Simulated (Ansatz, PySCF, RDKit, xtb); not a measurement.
# Si3H3Cl: a search for the lowest isomer

Only the formula Si3H3Cl is given. Aim: find the structure of lowest free energy at 298.15 K, then its properties.

Plan: many cheap relaxations first (GFN2-xTB), then density-functional screening, relaxation at r2SCAN-D4/def2-SVP, vibrations and a final energy. The numbers are computed, not measured.

7 further runs of the same task are left out: 7 set aside as unsound or not needed.

## 1. Possible bonding patterns

A program enumerates the bonding patterns with one Lewis structure each (two rings at most, one unusual centre or charged pair), with their diastereomers. O–O, O–halogen and N–halogen bonds and N–N–N chains are not drawn. That gives 19 candidates.

c059 [Si]=[SiH][SiH2]Cl; c112 [SiH2]=[SiH][Si]Cl (triplet); c138 [SiH2]=[Si]=[SiH]Cl; c156 [SiH3][Si]#[Si]Cl; c207 [SiH]#[Si][SiH2]Cl; c226 [SiH][Si](=[SiH2])Cl (triplet); c250 [SiH]/[SiH]=[SiH]\Cl; c277 Cl[Si@@H]1[Si][SiH2]1 (triplet); c309 [Si]=[Si]([SiH3])Cl; c375 [SiH]/[SiH]=[SiH]/Cl (triplet); c492 [SiH2]=[SiH][Si]Cl; c651 [SiH][Si](=[SiH2])Cl; c653 Cl[SiH]1[SiH]=[SiH]1; c701 [SiH]/[SiH]=[SiH]/Cl; c718 [Si]=[SiH][SiH2]Cl (triplet); c759 Cl[Si@@H]1[Si][SiH2]1; c841 Cl[Si]1=[SiH][SiH2]1; c876 [SiH]/[SiH]=[SiH]\Cl (triplet); c992 [Si]=[Si]([SiH3])Cl (triplet).

Candidates are built by distance geometry, with a force field where one applies, in up to four conformers (letters a to d). 6 starts with atoms placed at random are added, to find patterns that the rules miss.

Q: Predict the outcome of this search (final energies at CCSD(T)/def2-SVP + MP2/def2-TZVPP - MP2/def2-SVP).

| quantity | value |
| --- | --- |
| lowest structure found | Cl[Si@@H]1[Si][SiH2]1, singlet, C1 |
| next finalist | [Cl][SiH]1[H][Si][SiH]1 ‡, singlet, 4.8 kcal/mol higher in G |
| share at equilibrium, among the finalists | 100.0 % |
| harmonic wavenumbers, lowest and highest (r2SCAN-D4/def2-SVP) | 79 and 2200 cm⁻¹ |
| rotational constants, same geometry | 0.197, 0.04453, 0.03854 cm⁻¹ |
| dipole moment (PBE0/def2-TZVPD) | 1.52 D |
| HOMO energy (PBE0/def2-TZVPD) | -6.55 eV |
| LUMO energy (PBE0/def2-TZVPD) | -2.54 eV |
| HOMO–LUMO gap (PBE0/def2-TZVPD) | 4.01 eV |
| lowest excitation (TD-CAM-B3LYP/def2-SVPD) | 2.91 eV (f = 0.006) |
| strongest of the states computed, same level | 3.76 eV (f = 0.078) |
| lowest triplet excitation, same level, Tamm-Dancoff | 2.02 eV |
| vertical ionisation energy | 8.25 eV |
| vertical electron affinity | 0.98 eV |
| vertical triplet less singlet | +1.97 eV |

The lowest structure found is `Cl[Si@@H]1[Si][SiH2]1`. The margin of 4.8 kcal/mol over the next finalist is beyond the usual error of the last level; it says nothing of structures that weren't ranked. r2SCAN-D4/def2-SVP, relaxed, HF/def2-SVP and MP2/def2-SVP already put its bonding pattern lowest among the structures in one piece. 8 minima inside the window were never screened. The search is not exhaustive (a finite list of starts, one conformer a finalist), so a lower isomer can't be ruled out. Patterns outside the rules of the enumeration were met only by chance.

‡ marks the bonded skeleton alone, with all bonds drawn single: no Lewis structure was assigned that passes a check against the bond lengths.
